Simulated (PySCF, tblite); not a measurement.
# C₆H₁₁ClOSi: geometry, infrared bands and NMR shifts

Wanted: the infrared bands and NMR shifts of C₆H₁₁ClOSi (`CCC(=O)/C(Cl)=C/[SiH2]C`), by calculation.

Computed with tblite 0.8.0 and PySCF 2.14.0, with density-fitted response routines of our own, on a single molecule in the gas phase. Atoms count from 0, in the outputs and in this text.

### 1 The starting structure

20 atoms, charge 0, multiplicity 1; geometry from: force field or distance geometry start.

Bonds of the start (Å): C0–C1 1.49, C1–C2 1.51, C2–O3 1.29, C2–C4 1.45, C4–Cl5 1.75, C4–C6 1.33, C6–Si7 1.85, Si7–C8 1.87, C0–H9 1.12, C0–H10 1.11, C0–H11 1.13, C1–H12 1.13, C1–H13 1.12, C6–H14 1.10, Si7–H15 1.47, Si7–H16 1.47, C8–H17 1.11, C8–H18 1.11, C8–H19 1.09.

### 2 Optimising the geometry with GFN2-xTB

What the job is given:

```
{"job": {"kind": "relax", "xc": "GFN2-xTB", "basis": "xTB"}, "charge": 0, "multiplicity": 1}
C     -3.682400     0.209200    -1.009300
C     -2.567300    -0.338200    -0.194500
C     -1.266200     0.400600    -0.388000
O     -1.251600     1.395000    -1.208700
C     -0.089100    -0.022800     0.351000
Cl    -0.246600    -1.389300     1.427400
C      1.074700     0.601800     0.198700
Si     2.503700    -0.025100     1.186400
C      3.927700    -0.240600    -0.001700
H     -3.916200     1.269900    -0.753100
H     -3.427700     0.127100    -2.084900
H     -4.619300    -0.379600    -0.796800
H     -2.829300    -0.209400     0.894900
H     -2.364500    -1.413600    -0.414300
H      1.183500     1.466700    -0.473000
H      2.871200     0.987100     2.187400
H      2.140600    -1.314300     1.798100
H      4.228200     0.763700    -0.360900
H      4.787200    -0.757500     0.484000
H      3.538100    -0.809700    -0.845700
```

Command:

```console
> OMP_NUM_THREADS=1 python probes_run.py task.json out
```

One launch serves the whole session: the jobs run in the order shown.

**Question.** This job is followed by: GFN2-xTB harmonic vibrations, gas phase; GIAO PBE0/pcSseg-1 NMR shielding, non-relativistic, gas phase. What will the session give for the following? strongest single infrared mode (GFN2-xTB); zero-point energy (GFN2-xTB); 13C shifts against TMS (PBE0/pcSseg-1); 1H shifts against TMS (PBE0/pcSseg-1, means over atoms taken as alike); 17O shifts against H2O (PBE0/pcSseg-1); 35Cl shifts against HCl (PBE0/pcSseg-1); 29Si shifts against TMS (PBE0/pcSseg-1); surface potential, 1st and 99th percentile.

The runs gave:

```
                                                              quantity                                     value
                             strongest single infrared mode (GFN2-xTB)                     2224 cm⁻¹, 365 km/mol
                                          zero-point energy (GFN2-xTB)                             93.9 kcal/mol
                                13C shifts against TMS (PBE0/pcSseg-1)  199.4, 156.4, 145.1, 37.8, 9.9, -7.5 ppm
1H shifts against TMS (PBE0/pcSseg-1, means over atoms taken as alike)          7.65, 4.57, 2.84, 1.16, 0.33 ppm
                                17O shifts against H2O (PBE0/pcSseg-1)                                 627.2 ppm
                               35Cl shifts against HCl (PBE0/pcSseg-1)                                   235 ppm
                               29Si shifts against TMS (PBE0/pcSseg-1)                                 -55.1 ppm
                                 surface potential, 1st and 99th percentile                        -1.44 V and 0.93 V
```

**Reading.** Relaxing lowered the energy by 0.719 eV in 186 steps; the close pair that moved most is C2–O3, from 1.289 to 1.209 Å. All 54 modes are real, so the xTB geometry is a minimum. The strongest single mode, at 2224 cm⁻¹, moves mainly H16 and H15. Unscaled tight-binding wavenumbers are off by several per cent, some by more. Its intensities can rank the bands wrongly. C2 (ketone carbonyl carbon) lies farthest downfield among carbon, at 199.4 ppm; the double bond to the heteroatom, with no lone-pair donor beside it, deshields it most. H14 (hydrogen on a β carbon of a C=C–C=O unit) lies farthest downfield among hydrogen, at 7.65 ppm; attached to an sp2 carbon and in the plane of the double bond. At PBE0/pcSseg-1: Shielding is most anisotropic at O3 (span 1251 ppm, paramagnetic term -695 ppm). At PBE0/pcSseg-1, counted by nearest atom on the grid, the HOMO lies on O3 57 %; C1, C4 about 9 % each, the LUMO on C6 26 %; C2 20 %.
